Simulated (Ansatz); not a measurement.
Working through relaxations under a series of pressures of LaHg2, space group P6/mmm

Computed with the Python package of Ansatz (0.2.0).

Run as a notebook:

```python
import warnings

import ansatz as az
import numpy as np

def edges_and_angles(cell):
    cell = np.asarray(cell)
    a, b, c = np.linalg.norm(cell, axis=1)
    cosines = cell[1] @ cell[2] / (b * c), cell[0] @ cell[2] / (a * c), cell[0] @ cell[1] / (a * b)
    return (a, b, c, *np.degrees(np.arccos(cosines)))
```

```python
warnings.simplefilter("ignore", az.DeckWarning)
```

```python
lattice = az.Lattice.of(
    [4.958, 0.0, 0.0],
    [-2.479, 4.293754, 0.0],
    [0.0, 0.0, 3.64],
)
sites = [
    ("La", [0.0, 0.0, 0.0]),
    ("Hg", [1 / 3, 2 / 3, 0.5]),
    ("Hg", [2 / 3, 1 / 3, 0.5]),
]
cell = az.Crystal(lattice=lattice)
for symbol, position in sites:
    cell = cell.atom(symbol, position)
```

```python
calc = (
    cell.calculation()
    .functional("pbesol")
    .kpoints(8, 8, 9)
    .occupations("Fermi-Dirac", width=50 * az.meV)
    .scf(tolerance=1e-10)
)
```

```python
# H = F + PV, with 1 GPa A^3 = 1/160.21766 eV
rows = []
for pressure in [-2, 0, 2, 5, 10]:
    result = calc.relax(cell=True, pressure=pressure, force_tolerance=0.005, max_steps=40).run()
    cell = result.lattice.cell_ang
    n_atoms = len(result.lattice.sites)
    volume = abs(np.linalg.det(cell)) / n_atoms
    enthalpy = result.report["free_energy_ev"] / n_atoms + pressure * volume / 160.21766
    rows.append((pressure, volume, enthalpy, *edges_and_angles(cell)))
    print(f"{pressure} GPa done: {volume:.4f} A^3/atom")

print(" P (GPa)  V (A^3/atom)  H (eV/atom)     a       b       c")
for row in rows:
    print("{:8.1f} {:12.4f} {:14.5f} {:7.4f} {:7.4f} {:7.4f}".format(*row[:6]))
p, v = np.array([row[0] for row in rows], float), np.array([row[1] for row in rows])
print("mean bulk modulus between rows (GPa):", np.round(-np.diff(p) / np.diff(np.log(v)), 1))
```

    -2 GPa done: 26.1170 A^3/atom
    0 GPa done: 25.1452 A^3/atom
    2 GPa done: 24.3503 A^3/atom
    5 GPa done: 23.3733 A^3/atom
    10 GPa done: 22.1611 A^3/atom
     P (GPa)  V (A^3/atom)  H (eV/atom)     a       b       c
        -2.0      26.1170   -11166.68072  5.0280  5.0280  3.5786
         0.0      25.1452   -11166.36099  5.0019  5.0019  3.4816
         2.0      24.3503   -11166.05220  4.9777  4.9777  3.4044
         5.0      23.3733   -11165.60584  4.9459  4.9459  3.3100
        10.0      22.1611   -11164.89650  4.8941  4.8941  3.2050
    mean bulk modulus between rows (GPa): [52.7 62.3 73.3 93.9]

The volume falls from 26.12 Å³ an atom at -2 GPa to 22.16 at 10 GPa, by 15.1 %. Between -2 and 0 GPa, -V dP/dV is about 53 GPa, a mean over that step.

Total energies depend on the potentials; only differences at equal settings carry meaning. At a fixed pressure a relaxation lowers the enthalpy F + PV, while F alone can rise. Spin-orbit coupling, which matters for elements this heavy, is left out. The starting cell is as deposited in a crystallographic database; the results hold for this polymorph, which needn't be the stable one. Symmetry holds the cell in this phase, whether or not it is the stable one at each pressure. Run time: 3 min on 1 thread of Intel(R) Xeon(R) Platinum 8175M CPU @ 2.50GHz (Skylake/Cascade Lake), with other jobs on the host, peak memory 0.55 GiB.
